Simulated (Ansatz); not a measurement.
Predict the output of the script below (the Ansatz DFT code, driven from Python).

Script `deck.py`:
```python
"""Run C4H8OSi from an input written out key by key."""

import ansatz as az
import numpy as np

deck = {
    "crystal": {
        "periodic": [False, False, False],
        "atoms": [
            {"symbol": "C", "position_ang": [1.2179, 1.3252, -1.2687]},
            {"symbol": "C", "position_ang": [1.0004, 0.1644, -0.6918]},
            {"symbol": "C", "position_ang": [1.217, -1.2229, -0.7468]},
            {"symbol": "C", "position_ang": [0.3889, -0.5113, 0.3903]},
            {"symbol": "O", "position_ang": [-1.0008, -0.8998, 0.4141]},
            {"symbol": "Si", "position_ang": [-2.0669, 0.0983, 1.2128]},
            {"symbol": "H", "position_ang": [1.7956, 1.3929, -2.1838]},
            {"symbol": "H", "position_ang": [0.819, 2.2414, -0.848]},
            {"symbol": "H", "position_ang": [2.2052, -1.5838, -0.5006]},
            {"symbol": "H", "position_ang": [0.6741, -1.7771, -1.4994]},
            {"symbol": "H", "position_ang": [0.9007, -0.4223, 1.3471]},
            {"symbol": "H", "position_ang": [-1.6331, 0.2495, 2.6251]},
            {"symbol": "H", "position_ang": [-3.4283, -0.4914, 1.1792]},
            {"symbol": "H", "position_ang": [-2.0895, 1.4367, 0.5705]},
        ],
    },
    "basis": {"gaussian": {"orbitals": "cc-pVDZ"}},
    "hamiltonian": {"xc": "r2scan"},
    "output": {"forces": True},
}
session = az.Session.from_dict(deck)
summary = session.plan(threads=1).execute().report

for key in ("converged", "free_energy_ev", "reference_energy_ev", "n_frozen", "n_occupied", "n_virtual"):
    print(f"{key:22s} {summary[key]}")
symbols = ["C", "C", "C", "C", "O", "Si", "H", "H", "H", "H", "H", "H", "H", "H"]

forces = np.array(summary["forces_ev_ang"])
print("largest force", round(float(np.linalg.norm(forces, axis=1).max()), 4), "eV/A, rms", round(float(np.sqrt((forces ** 2).mean())), 4))
charges = summary["charge_distribution"]
dipole = np.array(charges["dipole_moment_e_ang"]) * 4.803205
print("dipole (D): {:.3f} {:.3f} {:.3f}, length {:.3f}".format(*dipole, np.linalg.norm(dipole)))
print("atom  Mulliken   Lowdin")
for symbol, m, l in zip(symbols, charges["mulliken_charges_e"], charges["lowdin_charges_e"]):
    print(f"{symbol:4s} {m:9.3f} {l:8.3f}")
```

Output of `python deck.py`:
```text
converged              True
free_energy_ev         -14196.956163967898
reference_energy_ev    -14196.956163967898
n_frozen               0
n_occupied             [27, 27]
n_virtual              [101, 101]
largest force 2.977 eV/A, rms 0.7212
dipole (D): 0.818 0.513 0.053, length 0.967
atom  Mulliken   Lowdin
C       -0.018    0.039
C       -0.095   -0.186
C       -0.006    0.024
C        0.088   -0.065
O       -0.434    0.137
Si       0.473    0.153
H        0.032    0.017
H        0.033    0.017
H        0.053    0.025
H        0.067    0.032
H        0.048    0.024
H       -0.089   -0.076
H       -0.067   -0.062
H       -0.084   -0.076
```

Caveats:
- Total energies depend on the basis set; only differences at equal settings carry meaning.
- The geometry is a force-field or estimated start, not a minimum of this method, and the basis set is short of its limit.
- The Löwdin charges here are taken after orthogonalising the functions within each atom; they differ from plain Löwdin charges, and their signs can be unphysical.
- Run time: 11 s on 1 thread of Arm Neoverse V1, with other jobs on the host, peak memory 0.26 GiB.

(Lines on the test bed's own set-up are left out of the output.)
